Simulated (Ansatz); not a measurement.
# Ru: elastic constants

Aim: the elastic tensor from the stress of slightly strained cells, and the moduli that follow. Runs: cell and atoms relaxed (PAW); reference run (PAW).

Method: DFT PBEsol, frozen-core PAW, scalar-relativistic unless said, in Ansatz 0.2.0.

2 further runs of the same task are left out: 1 for a known fault of the program, 1 that didn't finish.

## 1. The structure to begin with

Symmetry: P6_3/mmc, No. 194, hexagonal system. Conventional cell: a = 2.706 Å, b = 2.706 Å, c = 4.282 Å, α = 90.00°, β = 90.00°, γ = 120.00°. Ru (site symmetry -6m2) has 12 Ru at 2.65 to 2.71 Å as nearest neighbours.

As a file:

```cif
data_structure
_symmetry_space_group_name_H-M 'P 1'
_symmetry_Int_Tables_number 1
_cell_length_a 2.7058
_cell_length_b 2.7058
_cell_length_c 4.2819
_cell_angle_alpha 90.000
_cell_angle_beta 90.000
_cell_angle_gamma 120.000
_cell_volume 27.15
loop_
_atom_site_label
_atom_site_type_symbol
_atom_site_fract_x
_atom_site_fract_y
_atom_site_fract_z
_atom_site_occupancy
Ru1 Ru 0.33333 0.66667 0.25000 1
Ru2 Ru 0.66667 0.33333 0.75000 1
```

Cartesian axes are those of the input's lattice vectors. The structure goes back to a database entry.

## 2. Cell and atoms relaxed, PAW

File input.yaml:

```yaml
crystal:
  lattice:
    - [2.70580000002, 0.0, 0.0]
    - [-1.35290000001, 2.34329153757, 0.0]
    - [0.0, 0.0, 4.2819]
  atoms:
    - { symbol: Ru, position: [0.333333333333, 0.666666666667, 0.25] }
    - { symbol: Ru, position: [0.666666666667, 0.333333333333, 0.75] }
kpoints:
  mp_grid: { grid: [18, 18, 10] }
scf:
  occupations: { method: fermi_dirac, width: 0.08 }
hamiltonian:
  xc: pbesol
  pseudopotentials: { kind: paw }
relax:
  f_tol: 0.002
  max_steps: 80
  cell: {}
output:
  forces: true
  stress: true
  write_density: true
  write_potential: true
  elf: true
  volumetric_format: npy
```

On the command line:

```sh
$ ansatz run input.yaml --threads 1 --pin off --max-ram 2048MiB --backend cpu --events-out ev --progress --plain --runs-dir out
```

## 4. Reference run, PAW

File input.yaml:

```yaml
crystal:
  lattice:
    - [2.69026390263, 0.0, 0.0]
    - [-1.34513195131, 2.32983688256, 0.0]
    - [0.0, 0.0, 4.25112548823]
  atoms:
    - { symbol: Ru, position: [0.333333333333, 0.666666666667, 0.25] }
    - { symbol: Ru, position: [0.666666666667, 0.333333333333, 0.75] }
kpoints:
  mp_grid: { grid: [18, 18, 10] }
scf:
  occupations: { method: fermi_dirac, width: 0.08 }
hamiltonian:
  xc: pbesol
  pseudopotentials: { kind: paw }
elastic:
  mode: relaxed_ion
  stencil: two_point
  amplitude: 0.008
```

(Steps that only read results are left out.)

Q: Predict the outcome of this session. Wanted: C11; C12; C13; C33; C44; bulk, shear and Young's modulus; Debye temperature from sound speeds; universal anisotropy index.

The runs gave:

| quantity | value |
| --- | --- |
| C11 (PAW) | 625 GPa |
| C12 (PAW) | 200 GPa |
| C13 (PAW) | 194 GPa |
| C33 (PAW) | 697 GPa |
| C44 (PAW) | 207 GPa |
| bulk, shear and Young's modulus | 347, 216, 536 GPa |
| Debye temperature from sound speeds | 576 K |
| universal anisotropy index | 0.02 |

**Reading.** All eigenvalues are positive, so the crystal is mechanically stable; by PAW K = 347 and G = 216 GPa, K/G = 1.61, on the brittle side of Pugh's rough line at 1.75, which was drawn for metals. Young's modulus runs from 522 to 606 GPa with direction. Cautions: frozen-core PAW files fitted under PBE, their cores solved anew for the functional of the run; responses of metals move with mesh and smearing.
